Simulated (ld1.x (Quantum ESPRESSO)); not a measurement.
# Mo: generating and testing a TM potential

Aim: build the potential from the settings below, then test how well it stands in for the atom: other configurations, scattering, ghost states and the plane-wave cutoff that it needs.

Program: ld1.x (Quantum ESPRESSO) 7.5. Reference atom: PBE, scalar-relativistic, spherical and spin-unpolarised. All values are calculated.

**1. The design**

Typed settings, in words:

* element: molybdenum (Mo, Z = 42)
* type: norm-conserving Troullier–Martins (Kleinman–Bylander form)
* frozen core: [Kr]
* valence charge: 6
* reference configuration: 4d5 5s1 5p0
* partial waves: 5s (bound): rc 2.75 bohr; 5p (bound, empty): rc 4.05 bohr; 4d (bound): rc 1.60 bohr
* local potential: the d channel
* core correction: Bessel-smoothed model core inside 1.05 bohr

**2. Generation**

File Mo.in:

```
 &input
   title='Mo', zed=42., rel=1, dft='PBE', iswitch=3,
   config='[Kr] 4d5 5s1 5p0',
   nld=3, rlderiv=4.40, eminld=-2.0, emaxld=5.0, deld=0.02
 /
 &inputp
   pseudotype=2, tm=.true., lloc=2,
   nlcc=.true., new_core_ps=.true., rcore=1.05,
   file_pseudopw='Mo.UPF', file_wfcaegen='ae.wfc', file_wfcncgen='nc.wfc', file_beta='beta', file_chi='chi'
 /
3
5S  1  0   1.00   0.00  2.75  2.75  0.0
5P  2  1   0.00   0.00  4.05  4.05  0.0
4D  3  2   5.00   0.00  1.60  1.60  0.0
 &test
   configts(1)='4d5 5s1 5p0'
 /
```

Launch:

```sh
$ ld1.x < Mo.in > Mo.out
```

What the program wrote to Mo.out (without the banner and most projector matrices):

```text
     Program LD1 v.7.5
     --------------------------- All-electron run ----------------------------

     Mo
     scalar relativistic calculation

     atomic number is 42.00
     dft =PBE   lsd =0 sic =0 latt =0  beta=0.20 tr2=1.0E-14
     Exchange-correlation= PBE
                           (   1   4   3   4   0   0   0)
     mesh =1229 r(mesh) = 100.71859 a.u. xmin = -7.00 dx = 0.01250
     1 Ry =  13.60569312 eV, c = 137.03599908

     n l     nl                  e(Ry)          e(Ha)          e(eV)
     1 0     1S 1( 2.00)     -1456.9408      -728.4704    -19822.6900
     2 0     2S 1( 2.00)      -205.7692      -102.8846     -2799.6323
     2 1     2P 1( 6.00)      -183.9502       -91.9751     -2502.7696
     3 0     3S 1( 2.00)       -35.0245       -17.5123      -476.5332
     3 1     3P 1( 6.00)       -27.8740       -13.9370      -379.2445
     4 0     4S 1( 2.00)        -4.7294        -2.3647       -64.3466
     4 1     4P 1( 6.00)        -2.8286        -1.4143       -38.4852
     3 2     3D 1(10.00)       -16.2417        -8.1208      -220.9794
     4 2     4D 1( 5.00)        -0.2758        -0.1379        -3.7528
     5 0     5S 1( 1.00)        -0.3003        -0.1502        -4.0863
     5 1     5P 1( 0.00)        -0.0767        -0.0383        -1.0434

     final scf error:  3.0E-18 reached in  30 iterations

     Etot =   -8097.243804 Ry,   -4048.621902 Ha, -110168.614337 eV

     Ekin =    8348.961097 Ry,    4174.480548 Ha,  113593.402581 eV
     Encl =  -19514.479581 Ry,   -9757.239791 Ha, -265508.020635 eV
     Eh   =    3315.195666 Ry,    1657.597833 Ha,   45105.534870 eV
     Exc  =    -246.920985 Ry,    -123.460493 Ha,   -3359.531153 eV

     normalization and overlap integrals

     s(1S/1S) =  1.000000  <r> =   0.0352  <r2> =    0.0017  r(max) =   0.0229
     s(2S/2S) =  1.000000  <r> =   0.1537  <r2> =    0.0279  r(max) =   0.1303
     s(2P/2P) =  1.000000  <r> =   0.1340  <r2> =    0.0219  r(max) =   0.1041
     s(3S/3S) =  1.000000  <r> =   0.4289  <r2> =    0.2107  r(max) =   0.3819
     s(3P/3P) =  1.000000  <r> =   0.4306  <r2> =    0.2158  r(max) =   0.3771
     s(4S/4S) =  1.000000  <r> =   1.1075  <r2> =    1.3914  r(max) =   0.9874
     s(4P/4P) =  1.000000  <r> =   1.2378  <r2> =    1.7597  r(max) =   1.0777
     s(3D/3D) =  1.000000  <r> =   0.4153  <r2> =    0.2074  r(max) =   0.3246
     s(4D/4D) =  1.000000  <r> =   1.9997  <r2> =    5.0758  r(max) =   1.3838
     s(5S/5S) =  1.000000  <r> =   3.5954  <r2> =   14.9208  r(max) =   2.9295
     s(5P/5P) =  1.000000  <r> =   5.3883  <r2> =   34.4647  r(max) =   4.1055

     ------------------------ End of All-electron run ------------------------

     --------------------- Generating NC pseudopotential ---------------------

      Generating local pot.: lloc=2, matching radius rcloc =   1.6000

      Computing core charge for nlcc:

       r > 1.05 : true rho core
      Core charge pseudized with two Bessel functions
      Integrated core pseudo-charge :  11.14

      Wfc   5S  rcut= 2.752  Using Troullier-Martins method

      Wfc   5P  rcut= 4.004  Using Troullier-Martins method

     ------------------- End of pseudopotential generation -------------------

     [... the all-electron block is printed once more ...]


     Computing logarithmic derivative in   4.39778
     Computing logarithmic derivative in   4.39778
     Computing the partial wave expansion
     R is outside the sphere for l=    0 j= 0.00
     R is outside the sphere for l=    1 j= 0.00
       no projector for channel:   2

     ---------------------- Testing the pseudopotential ----------------------

     Mo
     scalar relativistic calculation

     atomic number is 42.00   valence charge is  6.00
     dft =PBE   lsd =0 sic =0 latt =0  beta=0.20 tr2=1.0E-14
     mesh =1229 r(mesh) = 100.71859 xmin = -7.00 dx = 0.01250

     n l     nl             e AE (Ry)        e PS (Ry)    De AE-PS (Ry)
     3 2     4D   1( 5.00)       -0.27582       -0.27582       -0.00000
     1 0     5S   1( 1.00)       -0.30034       -0.30034        0.00000
     2 1     5P   1( 0.00)       -0.07669       -0.07669        0.00000

     eps = 8.3E-15  iter =  9

     Etot =   -8097.243804 Ry,   -4048.621902 Ha, -110168.614337 eV
     Etotps =   -32.315733 Ry,     -16.157866 Ha,    -439.677942 eV

     Ekin =      18.073757 Ry,       9.036879 Ha,     245.905994 eV
     Encl =     -43.178553 Ry,     -21.589277 Ha,    -587.474145 eV
     Ehrt =      14.760821 Ry,       7.380411 Ha,     200.831207 eV
     Ecxc =     -22.296429 Ry,     -11.148215 Ha,    -303.358377 eV
     (Ecc =     -16.404385 Ry,      -8.202192 Ha,    -223.193026 eV)
     Epseu=       0.324671 Ry,       0.162336 Ha,       4.417379 eV

     ---------------------- End of pseudopotential test ----------------------
```

It took 1.1 s on 1 thread, shared host. (Generation and the later configuration tests together.)

All-electron and pseudo partial waves u(r) = r·R(r), from the program's wave files:

```csv
r (bohr),5p AE,5p PS
0.202,0.0472,0.0022
0.405,0.0720,0.0088
0.607,-0.0666,0.0197
0.810,-0.1574,0.0352
1.012,-0.1676,0.0550
1.215,-0.1222,0.0795
1.418,-0.0499,0.1083
1.620,0.0299,0.1411
1.822,0.1072,0.1774
2.025,0.1776,0.2165
2.228,0.2390,0.2568
2.430,0.2910,0.2965
2.632,0.3341,0.3339
2.835,0.3694,0.3675
3.037,0.3973,0.3957
3.240,0.4188,0.4179
3.442,0.4345,0.4342
3.645,0.4452,0.4451
3.847,0.4515,0.4515
4.050,0.4542,0.4542
4.252,0.4537,0.4537
4.455,0.4506,0.4506
4.658,0.4454,0.4454
4.860,0.4384,0.4384
5.062,0.4300,0.4300
5.265,0.4204,0.4204
```

**3. Testing the new file in other configurations**

File Mo.test.in:

```
 &input
   title='Mo', zed=42., rel=1, dft='PBE', iswitch=2,
   config='[Kr] 4d5 5s1 5p0'
 /
 &test
   file_pseudo='Mo.UPF', nconf=8,
   configts(1)='4d5 5s1 5p0',
   configts(2)='4d5 5s0 5p0',
   configts(3)='4d4 5s0 5p0',
   configts(4)='4d3 5s0 5p0',
   configts(5)='4d4 5s2 5p0',
   configts(6)='4d5 5s0.5 5p0',
   configts(7)='4d5 5s0 5p1',
   configts(8)='4d4 5s1 5p0'
 /
```

Launch:

```sh
$ ld1.x < Mo.test.in > Mo.test.out
```

Mo.test.out, the pseudopotential blocks, each with the warnings that came before it:

```text
     ---------------------- Testing the pseudopotential ----------------------

     Mo
     scalar relativistic calculation

     atomic number is 42.00   valence charge is  6.00
     dft =PBE   lsd =0 sic =0 latt =0  beta=0.20 tr2=1.0E-14
     mesh =1229 r(mesh) = 100.71859 xmin = -7.00 dx = 0.01250

     n l     nl             e AE (Ry)        e PS (Ry)    De AE-PS (Ry)
     3 2     4D   1( 5.00)       -0.27582       -0.27582       -0.00000
     1 0     5S   1( 1.00)       -0.30034       -0.30034        0.00000
     2 1     5P   1( 0.00)       -0.07669       -0.07669        0.00000

     eps = 9.3E-15  iter =  9

     Etot =   -8097.243804 Ry,   -4048.621902 Ha, -110168.614337 eV
     Etotps =   -32.315733 Ry,     -16.157866 Ha,    -439.677941 eV

     Ekin =      18.073757 Ry,       9.036879 Ha,     245.905995 eV
     Encl =     -43.178553 Ry,     -21.589277 Ha,    -587.474144 eV
     Ehrt =      14.760821 Ry,       7.380411 Ha,     200.831206 eV
     Ecxc =     -22.296429 Ry,     -11.148215 Ha,    -303.358377 eV
     (Ecc =     -16.404385 Ry,      -8.202192 Ha,    -223.193026 eV)
     Epseu=       0.324671 Ry,       0.162336 Ha,       4.417378 eV

     ---------------------- End of pseudopotential test ----------------------

     ---------------------- Testing the pseudopotential ----------------------

     Mo
     [...]
     n l     nl             e AE (Ry)        e PS (Ry)    De AE-PS (Ry)
     3 2     4D   1( 5.00)       -0.76541       -0.76347       -0.00194
     1 0     5S   1( 0.00)       -0.72238       -0.72495        0.00257
     2 1     5P   1( 0.00)       -0.43422       -0.43639        0.00217

     eps = 6.1E-15  iter =  7

     Etot =   -8096.737397 Ry,   -4048.368698 Ha, -110161.724320 eV
     Etotps =   -31.808091 Ry,     -15.904045 Ha,    -432.771121 eV
     dEtot_ae =       0.506407 Ry
     dEtot_ps =       0.507642 Ry,   Delta E=      -0.001235 Ry

     [...]
     ---------------------- End of pseudopotential test ----------------------

     Warning: n=2, l=1 expected 0 nodes, found 1
     ---------------------- Testing the pseudopotential ----------------------

     Mo
     [...]
     n l     nl             e AE (Ry)        e PS (Ry)    De AE-PS (Ry)
     3 2     4D   1( 4.00)       -1.53074       -1.54087        0.01014  !
     1 0     5S   1( 0.00)       -1.30116       -1.30466        0.00349
     2 1     5P   1( 0.00)       -0.93263       -0.93263        0.00000

     eps = 1.3E-15  iter =  7

     Etot =   -8095.600994 Ry,   -4047.800497 Ha, -110146.262764 eV
     Etotps =   -30.669101 Ry,     -15.334551 Ha,    -417.274378 eV
     dEtot_ae =       1.642810 Ry
     dEtot_ps =       1.646631 Ry,   Delta E=      -0.003821 Ry

     [...]
     ---------------------- End of pseudopotential test ----------------------

     Warning: n=1, l=0 expected 0 nodes, found 1
     ---------------------- Testing the pseudopotential ----------------------

     Mo
     [...]
     n l     nl             e AE (Ry)        e PS (Ry)    De AE-PS (Ry)
     3 2     4D   1( 3.00)       -2.41857       -2.46075        0.04218  !
     1 0     5S   1( 0.00)       -1.96231       -1.96231        0.00000
     2 1     5P   1( 0.00)       -1.51918       -1.51918        0.00000

     eps = 2.7E-17  iter =  7

     Etot =   -8093.635334 Ry,   -4046.817667 Ha, -110119.518600 eV
     Etotps =   -28.678986 Ry,     -14.339493 Ha,    -390.197481 eV
     dEtot_ae =       3.608470 Ry
     dEtot_ps =       3.636747 Ry,   Delta E=      -0.028277 Ry

     [...]
     ---------------------- End of pseudopotential test ----------------------

     ---------------------- Testing the pseudopotential ----------------------

     Mo
     [...]
     n l     nl             e AE (Ry)        e PS (Ry)    De AE-PS (Ry)
     3 2     4D   1( 4.00)       -0.41543       -0.42541        0.00998  !
     1 0     5S   1( 2.00)       -0.35854       -0.35563       -0.00292
     2 1     5P   1( 0.00)       -0.10539       -0.10296       -0.00242

     eps = 4.0E-15  iter = 12

     Etot =   -8097.229206 Ry,   -4048.614603 Ha, -110168.415718 eV
     Etotps =   -32.295618 Ry,     -16.147809 Ha,    -439.404267 eV
     dEtot_ae =       0.014598 Ry
     dEtot_ps =       0.020115 Ry,   Delta E=      -0.005516 Ry

     [...]
     ---------------------- End of pseudopotential test ----------------------

     ---------------------- Testing the pseudopotential ----------------------

     Mo
     [...]
     n l     nl             e AE (Ry)        e PS (Ry)    De AE-PS (Ry)
     3 2     4D   1( 5.00)       -0.51001       -0.50898       -0.00103
     1 0     5S   1( 0.50)       -0.50411       -0.50516        0.00105
     2 1     5P   1( 0.00)       -0.24675       -0.24752        0.00077

     eps = 4.6E-17  iter = 10

     Etot =   -8097.043394 Ry,   -4048.521697 Ha, -110165.887629 eV
     Etotps =   -32.115034 Ry,     -16.057517 Ha,    -436.947302 eV
     dEtot_ae =       0.200409 Ry
     dEtot_ps =       0.200698 Ry,   Delta E=      -0.000289 Ry

     [...]
     ---------------------- End of pseudopotential test ----------------------

     ---------------------- Testing the pseudopotential ----------------------

     Mo
     [...]
     n l     nl             e AE (Ry)        e PS (Ry)    De AE-PS (Ry)
     3 2     4D   1( 5.00)       -0.36978       -0.36921       -0.00057
     1 0     5S   1( 0.00)       -0.36632       -0.36693        0.00061
     2 1     5P   1( 1.00)       -0.12816       -0.12835        0.00020

     eps = 1.2E-15  iter = 12

     Etot =   -8097.013001 Ry,   -4048.506501 Ha, -110165.474109 eV
     Etotps =   -32.084685 Ry,     -16.042343 Ha,    -436.534378 eV
     dEtot_ae =       0.230802 Ry
     dEtot_ps =       0.231048 Ry,   Delta E=      -0.000245 Ry

     [...]
     ---------------------- End of pseudopotential test ----------------------

     ---------------------- Testing the pseudopotential ----------------------

     Mo
     [...]
     n l     nl             e AE (Ry)        e PS (Ry)    De AE-PS (Ry)
     3 2     4D   1( 4.00)       -0.93829       -0.94676        0.00847  !
     1 0     5S   1( 1.00)       -0.80656       -0.80495       -0.00161
     2 1     5P   1( 0.00)       -0.49297       -0.62548        0.13251  !

     eps = 9.0E-15  iter =  7

     Etot =   -8096.651146 Ry,   -4048.325573 Ha, -110160.550817 eV
     Etotps =   -31.719961 Ry,     -15.859981 Ha,    -431.572058 eV
     dEtot_ae =       0.592658 Ry
     dEtot_ps =       0.595771 Ry,   Delta E=      -0.003114 Ry

     [...]
     ---------------------- End of pseudopotential test ----------------------
```

The tests as a table, with energies relative to 4d5 5s1 5p0. A star marks tests that logged a warning.

| valence configuration | charge | ΔE all-electron (eV) | error AE − PS (meV) |
| --- | --- | --- | --- |
| 4d5 5s0 5p0 | +1 | 6.890 | -17 |
| 4d4 5s0 5p0 * | +2 | 22.352 | -52 |
| 4d3 5s0 5p0 * | +3 | 49.096 | -385 |
| 4d4 5s2 5p0 | 0 | 0.199 | -75 |
| 4d5 5s0.5 5p0 | +0.5 | 2.727 | -3.9 |
| 4d5 5s0 5p1 | 0 | 3.140 | -3.3 |
| 4d4 5s1 5p0 | +1 | 8.064 | -42 |

**4. Logarithmic derivatives**

Taken from the files of the generation run. The phase is arctan(r·u′/u) with u = r·R, unwrapped, with energies in Ry. A pole is an energy at which the radial function vanishes at the test radius. The pseudo phase is shifted by a multiple of π to meet the all-electron one at the reference energy. Levels narrower than the energy grid can be missing from the poles. Where the grid stepped over a known ghost or core level, its pole and its step of π were put in at the level's energy. The last column is the largest difference on the grid between −1 and +1 Ry.

| channel | radius (bohr) | reference (Ry) | poles AE | poles PS | window around the reference with phases within 0.05 rad (Ry) | largest difference near zero (rad) |
| --- | --- | --- | --- | --- | --- | --- |
| s | 4.40 | -0.30 | 0.03, 2.68 | 0.03, 2.23, 4.52 | below 0.8 | 0.084 |
| p | 4.40 | -0.08 | 0.55, 3.36 | -1.65, 0.54, 2.99 | -1.6 to 1.3 | 0.007 |
| d | 4.40 | -0.28 | -0.23, 1.60, 4.65 | -0.23, 1.60, 4.64 | the whole range | 0.001 |

Phases (rad) along the scan:

```csv
E (Ry),s AE,s PS,d AE,d PS
-2.00,1.393,1.393,1.411,1.411
-1.52,1.357,1.357,1.388,1.388
-1.04,1.282,1.282,1.349,1.349
-0.56,0.899,0.898,1.246,1.246
-0.08,-1.487,-1.488,-1.811,-1.811
0.40,-1.739,-1.746,-2.344,-2.344
0.88,-2.066,-2.150,-4.317,-4.317
1.36,-4.027,-4.266,-4.648,-4.648
1.84,-4.545,-4.616,-4.766,-4.766
2.32,-4.662,-4.731,-4.890,-4.891
2.80,-4.726,-4.859,-5.383,-5.392
3.28,-4.782,-6.374,-7.491,-7.495
3.76,-4.861,-7.717,-7.736,-7.737
4.24,-5.088,-7.821,-7.813,-7.814
4.72,-7.080,-7.875,-7.861,-7.861
```

**5. Plane-wave convergence, by spherical Bessel functions**

This step uses the generator's waves and projectors in a separate script. Basis: spherical Bessel functions vanishing at 20 bohr, q² up to the cutoff; potential fixed at the reference.

All-electron valence levels (Ry): 5s -0.3003, 5p -0.0767, 4d -0.2758. The lowest levels of each channel (Ry) by cutoff; the last column sums, over occupied levels, occupation times the distance from the level at 400 Ry. A positive value at high cutoff is not a bound level.

```csv
cutoff (Ry),s #1,s #2,p #1,p #2,d #1,f #1,Σ f·Δε (mRy)
8,-3.5618,-0.2981,-0.0766,0.0503,0.0093,0.1049,1427.6
15,-5.5479,-0.3002,-0.9233,-0.0766,-0.1138,0.1049,810.3
21,-6.0223,-0.3003,-1.3534,-0.0766,-0.2117,0.1049,320.8
35,-6.1384,-0.3003,-1.6325,-0.0766,-0.2695,0.1049,31.4
40,-6.1414,-0.3003,-1.6409,-0.0766,-0.2739,0.1049,9.6
45,-6.1416,-0.3003,-1.6453,-0.0766,-0.2751,0.1049,3.8
50,-6.1417,-0.3003,-1.6460,-0.0766,-0.2757,0.1049,0.8
60,-6.1420,-0.3003,-1.6461,-0.0766,-0.2758,0.1049,0.2
400,-6.1426,-0.3003,-1.6465,-0.0766,-0.2758,0.1049,0.0
```

The sum stays within 10 mRy from 40 Ry and within 1 mRy from 50 Ry. The sum leaves out empty levels, which can need more. Ghost test: ghost states, bound below the all-electron valence or empty levels of the same l: s at -83.6 eV, p at -22.4 eV.

**6. What came out**

| quantity | value |
| --- | --- |
| cutoffs for 10 and 1 mRy, occupied levels | 40 Ry and 50 Ry |
| bound ghosts | s at -83.58 eV, p at -22.40 eV |
| largest test error (AE − PS) | -385 meV, for 4d3 5s0 5p0 (one of 2 tests with a warning) |
| largest phase difference near zero energy, channels read | 0.084 rad |

In words: A bound ghost (s, p) makes it unfit for use: electrons can fall into a state that the atom doesn't have. By total energies transferability is poor: the largest error is 385 meV on 49.1 eV, for 4d3 5s0 5p0. That test lies far up in energy; among those under 40 eV, nearer to bonding, the largest error is 75 meV. It counts as of middling hardness, with 40 Ry needed at the looser tolerance. The slowest occupied level is 4d: taken alone it needs 45 Ry to come within 1 mRy, against 12 Ry for 5s. Near zero energy the largest phase difference among the channels read is 0.08 rad, in the s channel. The pseudo curves have a pole with no partner nearby in the atom's: p at -1.65 Ry.
